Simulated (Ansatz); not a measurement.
# Ca2SiC6: the cost of one run

Program: Ansatz 0.2.0. Level of theory: DFT PBE, scalar-relativistic, plane waves, PAW. These are calculated values, not measurements.

**1. The starting structure**

The structure is tetragonal, space group P4/mmm (No. 123). The conventional cell has a = 4.149 Å, b = 4.149 Å, c = 8.108 Å, α = 90.00°, β = 90.00°, γ = 90.00°. Around Ca (site symmetry 4mm) lie 12 C at 2.82 to 2.98 Å. Around Si (site symmetry 4/mmm) lie 6 C at 2.07 to 2.11 Å. C (site symmetry mmm) has 2 Si at 2.07 Å and 8 C at 2.93 to 2.96 Å and 4 Ca at 2.98 Å in its first shell of neighbours. C (site symmetry mmm) is surrounded by 4 Ca at 2.82 Å and 4 C at 2.84 Å. C (site symmetry 4mm) has 1 Si at 2.11 Å and 4 C at 2.84 Å and 4 Ca at 2.93 Å in its first shell of neighbours.

Structure file:

```xyz
9
Lattice="4.1487 0.0000 0.0000 0.0000 4.1487 0.0000 0.0000 0.0000 8.1081" Properties=species:S:1:pos:R:3 pbc="T T T"
Ca    0.0000    0.0000    5.9694
Ca    0.0000    0.0000    2.1387
Si    2.0743    2.0743    0.0000
C     0.0000    2.0743    0.0000
C     0.0000    2.0743    4.0541
C     2.0743    2.0743    5.9941
C     2.0743    2.0743    2.1140
C     2.0743    0.0000    0.0000
C     2.0743    0.0000    4.0541
```

The cell is invented: species swapped into a database cell of Hf2BIr6 (P4/mmm, No. 123), with Ca on the Hf sites, Si on the B sites and C on the Ir sites. Its size is a rough estimate.

**2. Probe: one point on a coarse mesh**

Input file input.yaml:

```yaml
crystal:
  lattice:
    - [4.14868911, 0.0, 0.0]
    - [0.0, 4.14868911, 0.0]
    - [0.0, 0.0, 8.10810745]
  atoms:
    - { symbol: Ca, position: [0.0, 0.0, 0.73623145] }
    - { symbol: Ca, position: [0.0, 0.0, 0.26376855] }
    - { symbol: Si, position: [0.5, 0.5, 0.0] }
    - { symbol: C, position: [0.0, 0.5, 0.0] }
    - { symbol: C, position: [0.0, 0.5, 0.5] }
    - { symbol: C, position: [0.5, 0.5, 0.73927081] }
    - { symbol: C, position: [0.5, 0.5, 0.26072919] }
    - { symbol: C, position: [0.5, 0.0, 0.0] }
    - { symbol: C, position: [0.5, 0.0, 0.5] }
basis:
  ecutwfc: 420
kpoints:
  mp_grid: { grid: [4, 4, 2] }
hamiltonian:
  xc: pbe
scf:
  occupations: { method: gaussian, width: 0.1 }
  lower_state_search: "off"
output:
  forces: true
  stress: true
  eigenvalues: true
```

Command:

```
> ansatz run input.yaml --threads 1 --pin off --max-ram 2560MiB --backend cpu --events-out ev --progress --plain --runs-dir out
```

What time and memory should one allow on 1 thread of Intel Xeon at 2.50GHz (Skylake/Cascade Lake), shared host?

About 6.8 s, with a peak of 0.4 GiB.
